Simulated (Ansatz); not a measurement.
# YPtC2N2: the cost of one run

Method: DFT PBE, scalar-relativistic, plane waves, PAW, in Ansatz 0.2.0.

### 1 Starting point

Symmetry: P-1, No. 2, triclinic system. Conventional cell: a = 4.011 Å, b = 4.548 Å, c = 8.619 Å, α = 76.08°, β = 85.74°, γ = 69.90°. Y (site symmetry -1) has 2 N at 2.21 Å in its first shell of neighbours. Pt (site symmetry -1) is surrounded by 2 C at 1.92 Å. C (site symmetry 1) is surrounded by 1 N at 1.17 Å and 1 Pt at 1.92 Å. N (site symmetry 1) is surrounded by 1 C at 1.17 Å.

As a file:

```xyz
6
Lattice="4.0107 0.0000 0.0000 1.5632 4.2708 0.0000 0.6409 1.9738 8.3650" Properties=species:S:1:pos:R:3 pbc="T T T"
Y     3.1074    3.1223    4.1825
Pt    0.0000    0.0000    0.0000
C     2.5310    5.1147    6.8514
C     3.6838    1.1300    1.5137
N     2.7305    4.4250    5.9275
N     3.4842    1.8196    2.4375
```

The cell is invented: packed cyanide-bridged chains (P-1, No. 2). The dimensions are guesses.

### 2 Probe: one point on a coarse mesh

The input, input.yaml:

```yaml
crystal:
  lattice:
    - [4.01065565, 0.0, 0.0]
    - [1.5631786, 4.27080075, 0.0]
    - [0.64090112, 1.97383022, 8.3650286]
  atoms:
    - { symbol: "Y", position: [0.5, 0.5, 0.5] }
    - { symbol: Pt, position: [0.0, 0.0, 0.0] }
    - { symbol: C, position: [0.18095148, 0.81904852, 0.81904852] }
    - { symbol: C, position: [0.81904852, 0.18095148, 0.18095148] }
    - { symbol: "N", position: [0.29139135, 0.70860865, 0.70860865] }
    - { symbol: "N", position: [0.70860865, 0.29139135, 0.29139135] }
basis:
  ecutwfc: 420
kpoints:
  mp_grid: { grid: [4, 4, 2] }
hamiltonian:
  xc: pbe
scf:
  occupations: { method: gaussian, width: 0.1 }
  lower_state_search: "off"
output:
  forces: true
  stress: true
  eigenvalues: true
```

On the command line:

```
$ ansatz run input.yaml --threads 1 --pin off --max-ram 2560MiB --backend cpu --events-out ev --progress --plain --runs-dir out
```

What time and memory should one allow on 1 thread of AMD EPYC 7R13 (Zen 3), shared host?

About 3.7 s, with a peak of 0.45 GiB.
